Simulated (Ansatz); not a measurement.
# GeH5NSi: the cost of one run

The runs use Ansatz 0.2.0; RHF/def2-TZVP.

**1. The system as given**

SMILES `[SiH2]=[N][GeH3]`, 8 atoms, charge 0, spin multiplicity 1.

Atoms are counted from 1 here; the program's logs count them from 0.

Bond lengths: Si1–N2 1.610 Å, Si1–H4 1.511 Å, Si1–H5 1.498 Å, N2–Ge3 1.840 Å, Ge3–H6 1.557 Å, Ge3–H7 1.552 Å, Ge3–H8 1.557 Å. Angles: N2–Si1–H4 129.0°, N2–Si1–H5 119.3°, H4–Si1–H5 111.7°, Si1–N2–Ge3 138.0°, N2–Ge3–H6 110.8°, N2–Ge3–H7 108.2°, N2–Ge3–H8 110.7°, H6–Ge3–H7 109.1°, H6–Ge3–H8 109.0°, H7–Ge3–H8 108.9°.

Coordinates:

```csv
atom,x (Å),y (Å),z (Å)
Si1,-0.88121,1.26172,-0.90672
N2,0.40925,0.42977,-0.42122
Ge3,0.78497,-0.98555,0.69258
H4,-2.33056,1.07846,-0.52024
H5,-0.70353,2.39349,-1.87225
H6,0.32580,-0.68106,2.14908
H7,2.31940,-1.21698,0.68234
H8,0.07588,-2.27983,0.19641
```

This geometry comes from a loose relaxation at PBE in a small basis, which is not shown.

**3. Setting up the map**

The axes are (1) umbrella angle at Si1 (between each of its bonds and their common axis; 90 is planar): 15 values from 66.0 to 114.0 °; (2) change of the bonds Si1–N2, Si1–H4, Si1–H5, all alike: 15 values from −0.165 to 0.254 Å.

Nothing else is relaxed (all other coordinates rigid). Energies count from the relaxed molecule at the same level. Points are written as (first, second).

(The set-up runs are not shown.)

**4. Point (90.0°, 0.015 Å)**

Contents of input.yaml:

```yaml
crystal:
  periodic: [false, false, false]
  atoms:
    - { symbol: Si, position_ang: [-0.978825, 1.255556, -0.856319] }
    - { symbol: "N", position_ang: [-0.511083, 0.056813, 0.031215] }
    - { symbol: Ge, position_ang: [0.73335, -1.041877, 0.722412] }
    - { symbol: H, position_ang: [-2.39902, 1.666685, -0.972554] }
    - { symbol: H, position_ang: [-0.11461, 2.136333, -1.688845] }
    - { symbol: H, position_ang: [0.712381, -0.936321, 2.257417] }
    - { symbol: H, position_ang: [2.154107, -0.6904, 0.228558] }
    - { symbol: H, position_ang: [0.420482, -2.491279, 0.311103] }
basis:
  gaussian: { orbitals: def2-TZVP }
hamiltonian:
  xc: hf
output:
  forces: true
```

Started as:

```console
$ ansatz run input.yaml --threads 1 --pin off --max-ram 2560MiB --backend cpu --events-out ev --progress --plain --runs-dir out
```

Q: Estimate wall time and peak memory on 1 thread of Arm Neoverse N1, shared host.

About 6.5 s, with a peak of 0.29 GiB.
